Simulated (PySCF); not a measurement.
# C2H6Cl2Si: the cost of one run

The runs use PySCF 2.14.0; levels as typed in each script, gas phase, geometry from GFN2-xTB.

**1. The system as given**

SMILES `C[Si](C)(Cl)Cl`, 11 atoms, charge 0, spin multiplicity 1.

Bond lengths: C1–Si2 1.902 Å, C1–H6 1.086 Å, C1–H7 1.087 Å, C1–H8 1.088 Å, Si2–C3 1.901 Å, Si2–Cl4 2.033 Å, Si2–Cl5 2.033 Å, C3–H9 1.087 Å, C3–H10 1.086 Å, C3–H11 1.084 Å. Angles: Si2–C1–H6 111.3°, Si2–C1–H7 111.3°, Si2–C1–H8 111.1°, H6–C1–H7 107.1°, H6–C1–H8 107.6°, H7–C1–H8 108.3°, C1–Si2–C3 112.5°, C1–Si2–Cl4 108.9°, C1–Si2–Cl5 109.0°, C3–Si2–Cl4 109.0°, C3–Si2–Cl5 108.9°, Cl4–Si2–Cl5 108.3°, Si2–C3–H9 111.3°, Si2–C3–H10 111.3°, Si2–C3–H11 111.5°, H9–C3–H10 107.1°, H9–C3–H11 107.7°, H10–C3–H11 107.9°.

As a file:

```xyz
11
charge 0, multiplicity 1
C    -0.0047   -1.3611   -1.5817
Si    0.0001   -0.3051   -0.0003
C     0.0054   -1.3627    1.5799
Cl   -1.6489    0.8847    0.0040
Cl    1.6484    0.8855   -0.0034
H    -0.8817   -1.9997   -1.6268
H    -0.0179   -0.7375   -2.4719
H     0.8723   -2.0032   -1.6274
H     0.0183   -0.7401    2.4708
H     0.8827   -2.0010    1.6243
H    -0.8713   -1.9975    1.6350
```

**2. Density, bond paths and surface potential (PBE/def2-tzvp)**

Contents of input.py:

```python
import numpy as np
from pyscf import gto, scf, dft
from pyscf.scf import atom_ks, atom_hf
from scipy.linalg import block_diag

def solve(mol, dm0=None, hcore=None):
    mf = (dft.UKS if mol.spin else dft.RKS)(mol, xc='pbe')
    mf.grids.level = 3
    mf = mf.density_fit(auxbasis='def2-universal-jkfit')
    mf.conv_tol, mf.max_cycle = 1e-8, 80
    if hcore is not None:
        mf.get_hcore = lambda *args: hcore
    mf.kernel(dm0)
    if not mf.converged:
        mf = mf.newton().run(mf.mo_coeff, mf.mo_occ, max_cycle=30)
    assert mf.converged, 'SCF not converged'
    return mf

mol = gto.M(atom='''
C     -0.00473    -1.36106    -1.58168
Si     0.00010    -0.30508    -0.00026
C      0.00540    -1.36275     1.57989
Cl    -1.64886     0.88468     0.00404
Cl     1.64840     0.88551    -0.00344
H     -0.88172    -1.99973    -1.62681
H     -0.01791    -0.73753    -2.47193
H      0.87229    -2.00323    -1.62736
H      0.01826    -0.74015     2.47081
H      0.88272    -2.00102     1.62434
H     -0.87127    -1.99752     1.63504
''', basis='def2-tzvp', charge=0, spin=0, verbose=4)
mf = solve(mol)
mf.analyze()
# spherically averaged free atoms, for the promolecule
atm = atom_ks.get_atm_nrks(mol, xc='pbe')
pro = block_diag(*[(atm[a[0]][2] * atm[a[0]][3]) @ atm[a[0]][2].T for a in mol._atom])
np.savez('result.npz', e=mf.e_tot, c=mf.mo_coeff, occ=mf.mo_occ, eps=mf.mo_energy, pro=pro, dip=mf.dip_moment(verbose=0), s2=mf.spin_square()[0])
```

On the command line:

```console
OMP_NUM_THREADS=1 python input.py
```

What time and memory should one allow on 1 thread of Arm Neoverse N1, shared host?

About 61 s, with a peak of 0.71 GiB.
